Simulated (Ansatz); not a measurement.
Crystal: HPbNO4.

```
H Pb N O
1.0
     4.19923    0.11117    0.16817
     1.91600    3.89132    0.12568
     1.76085    1.25259    6.37266
H Pb N O
1 1 1 4
Cartesian
  6.1559 3.5396 4.2374
  3.9410 4.7367 5.7714
  2.1622 1.5295 2.0021
  6.1170 3.6060 5.2180
  2.2525 1.0554 0.8130
  2.1821 0.7481 2.9790
  2.0545 2.7723 2.1460
```

The cell was built by a generator and needn't be a form met in nature.

Program: Ansatz 0.2.0. Alike in all runs: task single point; no spin polarisation; cell as given; smearing fermi-dirac 0.05 eV.

Task: Order these runs on this cell by their band gap on the k mesh, lowest first.
A. level B3LYP; potentials or basis Ansatz PAW soft_1; k mesh 3 × 3 × 2; cutoff (eV) 420; mesh quality coarse
B. level HSE06; potentials or basis Ansatz PAW soft_1; k mesh 3 × 3 × 2; cutoff (eV) 420; mesh quality coarse
C. level PBE; potentials or basis Ansatz NC; k mesh 7 × 7 × 5; cutoff (eV) 1240; mesh quality not flagged

Result: C (2.80 eV), B (4.18 eV), A (4.48 eV).

Caveats: some runs use coarse meshes; odd divisions of the mesh miss points on the zone boundary, where band edges often lie, so the gap on the mesh can be too wide; spin-orbit coupling is left out, which as a rule narrows the gap of such compounds by several tenths of an eV; forces of over 1 eV/Å show positions far from the minimum, so gaps and moduli don't describe the material at rest (some runs).

A k mesh can miss the band edges.

Not every run made on this cell is shown here.
